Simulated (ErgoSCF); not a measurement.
**PH3 (phosphine): a chain of runs**

We compute a series of 15 runs (BHLYP/def2-SVP, UBHLYP/def2-SVP) of H3P and its partners. The setting varied is the angular grid order. 

The calculation is run with ErgoSCF 3.8.

12 further runs of the same task are left out: 12 set aside as unsound or not needed.

### 1 Starting point

PH3 has 4 atoms, charge 0, and is taken as a singlet. SMILES: `P`. Geometry: relaxed at PBE0-D4/def2-TZVP.

Bond lengths: P1–H2 1.420 Å, P1–H3 1.420 Å, P1–H4 1.420 Å. Angles: H2–P1–H3 93.1°, H2–P1–H4 93.1°, H3–P1–H4 93.1°.

### 2 A single-point energy at BHLYP/def2-SVP (angmin 6) (run 1)

Input file run.inp:

```
set_nthreads("env")
basis = "def2-SVP"
scf.max_number_of_iterations = 70
scf.output_mulliken_pop = 1
scf.convergence_threshold = 1e-06
XC.angint = 17
XC.angmin = 6
tmpdir = "."
scf.use_diagonalization = 1
molecule_inline
P    0.65384524  -0.61699558  -0.62890085
H    1.19222821  -0.06425069   1.94074873
H   -1.90011962  -1.25288842  -0.10809233
H    0.05423514   1.93413469  -1.20356657
EOF
run "BHandHLYP"
```

The basis set def2-SVP is read from a file made from the Basis Set Exchange's data (not shown).

The run is started by

```bash
ergo < run.inp
```

Log:

```text
[...]
INDF Weighted mixed functional:
[...]
INSC Energy   1 =       -150.94546303771
[...]
INDE E_LUMO =          0.08657413161
[...]
INSC Energy  11 =       -343.02638748800  ( diff     -0.000000000087994 )
[...]
RESC CONVERGED after  11 iterations.
RESC FINAL ENERGY:       -343.02638748800
[...]
INSC SCF: dipole_moment_x [atomic units] =      -0.18686367
INSC SCF: dipole_moment_y [atomic units] =       0.17664102
INSC SCF: dipole_moment_z [atomic units] =       0.17946211
[...]
```

It took 1.6 s on 1 thread of Arm Neoverse V1, shared host; peak memory 0.26 GiB.

### 3 The H atom: the energy at UBHLYP/def2-SVP (angmin 6) (run 2)

Input file ergo.in:

```
set_nthreads("env")
molecule_inline
H    0.00000000   0.00000000   0.00000000
EOF
spin_polarization = 1
basis = "def2-SVP"
scf.use_diagonalization = 1
scf.convergence_threshold = 1e-06
XC.angint = 17
XC.angmin = 6
scf.max_number_of_iterations = 70
tmpdir = "."
scf.output_mulliken_pop = 1
run "BHandHLYP"
```

The basis set def2-SVP is read from a file made from the Basis Set Exchange's data (not shown).

Run the same way, it converges to -0.49784 Eh (log not shown).

Runs 3 to 9 aren't shown in full; the table further down has their settings and results.

### 4 The energy at BHLYP/def2-SVP (angmin 6) (run 10)

Edit run.inp of step 2 so:

```diff
@@ -5,3 +5,3 @@
 scf.convergence_threshold = 1e-06
-XC.angint = 17
+XC.angint = 41
 XC.angmin = 6
```

The basis set def2-SVP is read from a file made from the Basis Set Exchange's data (not shown).

The run is started by

```bash
ergo < run.inp
```

Log:

```text
[...]
INDF Weighted mixed functional:
[...]
INSC Energy   1 =       -150.94584991313
[...]
INDE E_LUMO =          0.08673880718
[...]
INSC Energy  11 =       -343.02615174225  ( diff     -0.000000000064006 )
[...]
RESC CONVERGED after  11 iterations.
RESC FINAL ENERGY:       -343.02615174225
[...]
INSC SCF: dipole_moment_x [atomic units] =      -0.18660781
INSC SCF: dipole_moment_y [atomic units] =       0.17614159
INSC SCF: dipole_moment_z [atomic units] =       0.17942820
[...]
```

Run time: 2.2 s. Hardware: 1 thread of Arm Neoverse V1, shared host; peak memory 0.26 GiB.

Runs 11 to 14 aren't shown in full; the table further down has their settings and results.

### 5 The P atom: a single-point energy at UBHLYP/def2-SVP (angmin 6) (run 15)

Input file ergo.in:

```
set_nthreads("env")
molecule_inline
P    0.00000000   0.00000000   0.00000000
EOF
spin_polarization = 3
basis = "def2-SVP"
scf.use_diagonalization = 1
scf.convergence_threshold = 1e-06
XC.angint = 53
XC.angmin = 6
scf.max_number_of_iterations = 70
tmpdir = "."
scf.output_mulliken_pop = 1
run "BHandHLYP"
```

The basis set def2-SVP is read from a file made from the Basis Set Exchange's data (not shown).

Run the same way, it converges to -341.15523 Eh (log not shown).

### 6 All runs side by side

```
run                       level  angular grid order  partner  energy (Eh)  dipole moment (D)  wall time
  1   BHLYP/def2-SVP (angmin 6)                  17     base  -343.026387               0.80      1.6 s
  2  UBHLYP/def2-SVP (angmin 6)                  17    atoms    -0.497840               0.00     0.46 s
  3  UBHLYP/def2-SVP (angmin 6)                  17    atoms  -341.155228               0.00     0.79 s
  4   BHLYP/def2-SVP (angmin 6)                  23     base  -343.026156               0.80      1.7 s
  5  UBHLYP/def2-SVP (angmin 6)                  23    atoms    -0.497840               0.00     0.44 s
  6  UBHLYP/def2-SVP (angmin 6)                  23    atoms  -341.155228               0.00     0.83 s
  7   BHLYP/def2-SVP (angmin 6)                  29     base  -343.026151               0.80      1.9 s
  8  UBHLYP/def2-SVP (angmin 6)                  29    atoms    -0.497840               0.00     0.46 s
  9  UBHLYP/def2-SVP (angmin 6)                  29    atoms  -341.155228               0.00     0.85 s
 10   BHLYP/def2-SVP (angmin 6)                  41     base  -343.026152               0.80      2.2 s
 11  UBHLYP/def2-SVP (angmin 6)                  41    atoms    -0.497840               0.00      0.5 s
 12  UBHLYP/def2-SVP (angmin 6)                  41    atoms  -341.155228               0.00     0.91 s
 13   BHLYP/def2-SVP (angmin 6)                  53     base  -343.026152               0.80      2.8 s
 14  UBHLYP/def2-SVP (angmin 6)                  53    atoms    -0.497840               0.00     0.56 s
 15  UBHLYP/def2-SVP (angmin 6)                  53    atoms  -341.155228               0.00        1 s
```

Convergence of the total energy of singlet PH3 with the angular grid order, against the last point:

```
angular grid order  from the last (mEh)  wall time
                17               -0.236      1.6 s
                23               -0.004      1.7 s
                29               +0.000      1.9 s
                41               -0.000      2.2 s
                53               +0.000      2.8 s
```

Convergence of the electronic atomisation energy of singlet PH3 with the angular grid order, against the last point:

```
angular grid order  from the last (eV)  wall time
                17             +0.0064      2.9 s
                23             +0.0001        3 s
                29             -0.0000      3.2 s
                41             +0.0000      3.6 s
                53             +0.0000      4.4 s
```

### 7 Outcome

```
                                                     quantity          value
                                 P atom, run 15: total energy  -341.15523 Eh
                                P atom, run 15: dipole moment         0.00 D
                                         P atom, run 15: ⟨S²⟩          3.750
 electronic atomisation energy (run 1, angular grid order 17)      10.276 eV
 electronic atomisation energy (run 4, angular grid order 23)      10.270 eV
 electronic atomisation energy (run 7, angular grid order 29)      10.270 eV
electronic atomisation energy (run 10, angular grid order 41)      10.270 eV
electronic atomisation energy (run 13, angular grid order 53)      10.270 eV
```

In words: For the total energy of singlet PH3 to stay within 0.1 mEh of the last point, 23 is the first point of the series from which all later ones do (1.7 s against 2.8 s). For the electronic atomisation energy of singlet PH3 to stay within 0.005 eV of the last point, 23 is the first point of the series from which all later ones do (3 s against 4.4 s). All runs together took 17 s, the longest 2.8 s.
